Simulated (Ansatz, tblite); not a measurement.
**C63H35F3O: rung by rung**

The task here is to estimate one member of a computed series from the others.

Computed with Ansatz 0.2.0, Gaussian basis. Level: as each input shows.

Plan: GFN1-xTB, GFN2-xTB, PBE-D4/def2-TZVP, r2SCAN-D4/def2-TZVP, BLYP-D4/def2-TZVP, PBE-D4/def2-SVP, PBE0-D4/def2-SVP, HF/STO-3G, HF/6-31G, B3LYP-D4/6-31G, MP2/def2-SVP, RPA/def2-SVP.

1 further run of the same task is left out (set aside as unsound or not needed). Runs told in other sessions of the task aren't counted.

**The structure**

The singlet was relaxed beforehand with r2SCAN-D4/def2-SVP.

102 atoms, charge 0, spin multiplicity 1.

Bond lengths: C1–O2 1.412 Å, C1–H68 1.106 Å, C1–H69 1.106 Å, C1–H70 1.097 Å, O2–C3 1.353 Å, C3–C4 1.407 Å, C3–C67 1.405 Å, C4–C5 1.388 Å, C4–H71 1.093 Å, C5–C6 1.413 Å, C5–H72 1.094 Å, C6–C7 1.476 Å, C6–C66 1.406 Å, C7–C8 1.411 Å, C7–C65 1.411 Å, C8–C9 1.390 Å, C8–H73 1.094 Å, C9–C10 1.415 Å and more. Angles: O2–C1–H68 111.6°, O2–C1–H69 111.6°, O2–C1–H70 106.4°, H68–C1–H69 108.9°, H68–C1–H70 109.1°, H69–C1–H70 109.1°, C1–O2–C3 118.3°, O2–C3–C4 116.1°, O2–C3–C67 124.6°, C4–C3–C67 119.3°, C3–C4–C5 120.3°, C3–C4–H71 118.3°, C5–C4–H71 121.4°, C4–C5–C6 121.4°, C4–C5–H72 119.0°, C6–C5–H72 119.6°, C5–C6–C7 121.3°, C5–C6–C66 117.4° and more.

PBE0-D4/def2-TZVP was run before; its log isn't repeated, and its numbers join the tables.

The first run:

Tight binding, by tblite at 300 K electronic temperature and without a spin-polarisation term:

```python
tblite.interface.Calculator('GFN1-xTB', numbers, positions, charge=0, uhf=0).singlepoint()
```

Tight binding, by tblite at 300 K electronic temperature and without a spin-polarisation term:

```python
tblite.interface.Calculator('GFN2-xTB', numbers, positions, charge=0, uhf=0).singlepoint()
```

start.molden holds the orbitals of an earlier run on this state, given as this run's starting guess.

Input file in.yaml:

```yaml
crystal:
  periodic: [false, false, false]
  atoms:
    - {symbol: C, position_ang: [25.465644, -2.261235, 0.479198]}
    - {symbol: O, position_ang: [24.874342, -1.127241, -0.118509]}
    - {symbol: C, position_ang: [23.535403, -0.967123, -0.004419]}
    - {symbol: C, position_ang: [22.994963, 0.181581, -0.611654]}
    - {symbol: C, position_ang: [21.630317, 0.428700, -0.551711]}
    - {symbol: C, position_ang: [20.750759, -0.451063, 0.117664]}
    - {symbol: C, position_ang: [19.299610, -0.188506, 0.174652]}
    - {symbol: C, position_ang: [18.630924, 0.447894, -0.892684]}
    - {symbol: C, position_ang: [17.262387, 0.685520, -0.851572]}
    - {symbol: C, position_ang: [16.495487, 0.294835, 0.270970]}
    - {symbol: C, position_ang: [15.096237, 0.519356, 0.310030]}
    - {symbol: C, position_ang: [13.883654, 0.700122, 0.334787]}
    - {symbol: C, position_ang: [12.479873, 0.889093, 0.350516]}
    - {symbol: C, position_ang: [11.799326, 1.352459, -0.801213]}
    - {symbol: C, position_ang: [10.421556, 1.511907, -0.796280]}
    - {symbol: C, position_ang: [9.662613, 1.219748, 0.362332]}
    - {symbol: C, position_ang: [8.252785, 1.356973, 0.358093]}
    - {symbol: C, position_ang: [7.030210, 1.453462, 0.345699]}
    - {symbol: C, position_ang: [5.616598, 1.536068, 0.320286]}
    - {symbol: C, position_ang: [4.861080, 1.428571, 1.513182]}
    - {symbol: C, position_ang: [3.475304, 1.480224, 1.482573]}
    - {symbol: C, position_ang: [2.783243, 1.636007, 0.257009]}
    - {symbol: C, position_ang: [1.367512, 1.651176, 0.220496]}
    - {symbol: C, position_ang: [0.141647, 1.637628, 0.184799]}
    - {symbol: C, position_ang: [-1.272948, 1.589291, 0.138568]}
    - {symbol: C, position_ang: [-2.040791, 1.647383, 1.327152]}
    - {symbol: C, position_ang: [-3.424811, 1.567827, 1.282159]}
    - {symbol: C, position_ang: [-4.102104, 1.421736, 0.046974]}
    - {symbol: C, position_ang: [-5.512535, 1.303262, 0.002983]}
    - {symbol: C, position_ang: [-6.731592, 1.174040, -0.034864]}
    - {symbol: C, position_ang: [-8.135620, 0.995237, -0.078167]}
    - {symbol: C, position_ang: [-8.920672, 1.127496, 1.092952]}
    - {symbol: C, position_ang: [-10.292170, 0.924313, 1.054300]}
    - {symbol: C, position_ang: [-10.939127, 0.577401, -0.156681]}
    - {symbol: C, position_ang: [-12.335011, 0.341972, -0.191941]}
    - {symbol: C, position_ang: [-13.540425, 0.117794, -0.221829]}
    - {symbol: C, position_ang: [-14.928507, -0.160401, -0.254984]}
    - {symbol: C, position_ang: [-15.726520, -0.010179, 0.904882]}
    - {symbol: C, position_ang: [-17.082647, -0.299956, 0.875513]}
    - {symbol: C, position_ang: [-17.700738, -0.754019, -0.314603]}
    - {symbol: C, position_ang: [-19.082531, -1.063897, -0.341618]}
    - {symbol: C, position_ang: [-20.276645, -1.341615, -0.364071]}
    - {symbol: C, position_ang: [-21.654686, -1.669514, -0.390248]}
    - {symbol: C, position_ang: [-22.254986, -2.189697, -1.561370]}
    - {symbol: C, position_ang: [-23.602788, -2.518580, -1.591765]}
    - {symbol: C, position_ang: [-24.412286, -2.340279, -0.447184]}
    - {symbol: C, position_ang: [-25.830402, -2.664352, -0.406149]}
    - {symbol: F, position_ang: [-26.455167, -2.432017, 0.765318]}
    - {symbol: C, position_ang: [-26.620200, -3.168455, -1.376688]}
    - {symbol: F, position_ang: [-27.896918, -3.418579, -1.210656]}
    - {symbol: F, position_ang: [-26.213257, -3.467737, -2.592555]}
    - {symbol: C, position_ang: [-23.816987, -1.820536, 0.722467]}
    - {symbol: C, position_ang: [-22.467972, -1.492618, 0.751823]}
    - {symbol: C, position_ang: [-16.904118, -0.897643, -1.476256]}
    - {symbol: C, position_ang: [-15.548416, -0.606415, -1.447368]}
    - {symbol: C, position_ang: [-10.155736, 0.457198, -1.330402]}
    - {symbol: C, position_ang: [-8.784787, 0.662948, -1.292296]}
    - {symbol: C, position_ang: [-3.334898, 1.375243, -1.142506]}
    - {symbol: C, position_ang: [-1.951313, 1.459544, -1.097875]}
    - {symbol: C, position_ang: [3.538989, 1.754677, -0.934638]}
    - {symbol: C, position_ang: [4.924782, 1.708917, -0.903286]}
    - {symbol: C, position_ang: [10.344277, 0.770759, 1.518823]}
    - {symbol: C, position_ang: [11.721672, 0.606867, 1.512283]}
    - {symbol: C, position_ang: [17.161703, -0.336637, 1.347264]}
    - {symbol: C, position_ang: [18.530505, -0.570297, 1.294479]}
    - {symbol: C, position_ang: [21.310863, -1.590954, 0.721158]}
    - {symbol: C, position_ang: [22.680831, -1.857726, 0.666277]}
    - {symbol: H, position_ang: [25.304766, -2.276005, 1.572962]}
    - {symbol: H, position_ang: [25.074256, -3.200482, 0.046489]}
    - {symbol: H, position_ang: [26.541744, -2.193142, 0.274904]}
    - {symbol: H, position_ang: [23.676943, 0.870474, -1.117541]}
    - {symbol: H, position_ang: [21.236619, 1.341898, -1.008592]}
    - {symbol: H, position_ang: [19.193541, 0.732194, -1.786886]}
    - {symbol: H, position_ang: [16.761499, 1.166914, -1.696048]}
    - {symbol: H, position_ang: [12.375827, 1.577155, -1.701886]}
    - {symbol: H, position_ang: [9.905206, 1.863139, -1.693043]}
    - {symbol: H, position_ang: [5.385722, 1.299224, 2.463338]}
    - {symbol: H, position_ang: [2.901050, 1.391193, 2.408395]}
    - {symbol: H, position_ang: [-1.526872, 1.751943, 2.286262]}
    - {symbol: H, position_ang: [-4.008285, 1.609087, 2.205638]}
    - {symbol: H, position_ang: [-8.429622, 1.387939, 2.034163]}
    - {symbol: H, position_ang: [-10.888633, 1.023685, 1.964899]}
    - {symbol: H, position_ang: [-15.258096, 0.335656, 1.829778]}
    - {symbol: H, position_ang: [-17.689225, -0.183671, 1.777159]}
    - {symbol: H, position_ang: [-21.640302, -2.333410, -2.453342]}
    - {symbol: H, position_ang: [-24.027875, -2.917397, -2.513319]}
    - {symbol: H, position_ang: [-24.429532, -1.676537, 1.614278]}
    - {symbol: H, position_ang: [-22.022410, -1.092117, 1.665770]}
    - {symbol: H, position_ang: [-17.372109, -1.245546, -2.400598]}
    - {symbol: H, position_ang: [-14.941486, -0.723790, -2.348636]}
    - {symbol: H, position_ang: [-10.646252, 0.193064, -2.270861]}
    - {symbol: H, position_ang: [-8.187944, 0.561622, -2.202418]}
    - {symbol: H, position_ang: [-3.848541, 1.265947, -2.101257]}
    - {symbol: H, position_ang: [-1.367639, 1.416691, -2.021156]}
    - {symbol: H, position_ang: [3.014189, 1.878986, -1.885412]}
    - {symbol: H, position_ang: [5.499078, 1.796762, -1.829176]}
    - {symbol: H, position_ang: [9.767821, 0.544971, 2.419314]}
    - {symbol: H, position_ang: [12.237531, 0.251719, 2.407739]}
    - {symbol: H, position_ang: [16.585978, -0.633532, 2.228232]}
    - {symbol: H, position_ang: [19.024600, -1.036067, 2.152440]}
    - {symbol: H, position_ang: [20.657370, -2.311705, 1.222222]}
    - {symbol: H, position_ang: [23.066264, -2.764852, 1.136555]}
basis:
  gaussian: {orbitals: def2-TZVP, fitting: {mean_field: def2-universal-jkfit}, initial_orbitals: start.molden}
hamiltonian: {xc: pbe, dispersion: d4}
scf: {omitted_lower_state_checks: [starts]}
output: {orbitals: {seedname: orbitals}}
```

The run is started by

```sh
> ansatz run in.yaml --threads 11 --pin off --events-out ev --progress --plain --max-ram 174080MiB --backend cuda --devices 0, --max-vram 75GiB
```

Steps of the session up to this table: PBE-D4/def2-TZVP; r2SCAN-D4/def2-TZVP; BLYP-D4/def2-TZVP; PBE-D4/def2-SVP; PBE0-D4/def2-SVP; HF/STO-3G; HF/6-31G; B3LYP-D4/6-31G; MP2/def2-SVP; RPA/def2-SVP.

One table of the session follows, with a row left open; its other results are not shown here.

It belongs to the step «Binding energy». 

| level | binding an atom (eV) |
| --- | --- |
| HF/STO-3G | 4.461 |
| HF/6-31G | 3.726 |
| HF/def2-SVP | 4.043 |
| PBE-D4/def2-SVP | 5.771 |
| PBE-D4/def2-TZVP | 5.677 |
| BLYP-D4/def2-TZVP | 5.455 |
| r2SCAN-D4/def2-TZVP | 5.472 |
| B3LYP-D4/6-31G | 5.315 |
| PBE0-D4/def2-SVP | 5.628 |
| PBE0-D4/def2-TZVP | 5.533 |
| MP2/def2-SVP | ? |

Estimate the missing values for MP2/def2-SVP.

As computed: binding an atom (eV): 5.406. In the column «binding an atom (eV)» it lies between B3LYP-D4/6-31G (5.315) and BLYP-D4/def2-TZVP (5.455).

Caveats from the session: Free atoms were run apart at each level; binding is atoms less cluster, divided by the number of atoms, without zero-point or spin-orbit terms.
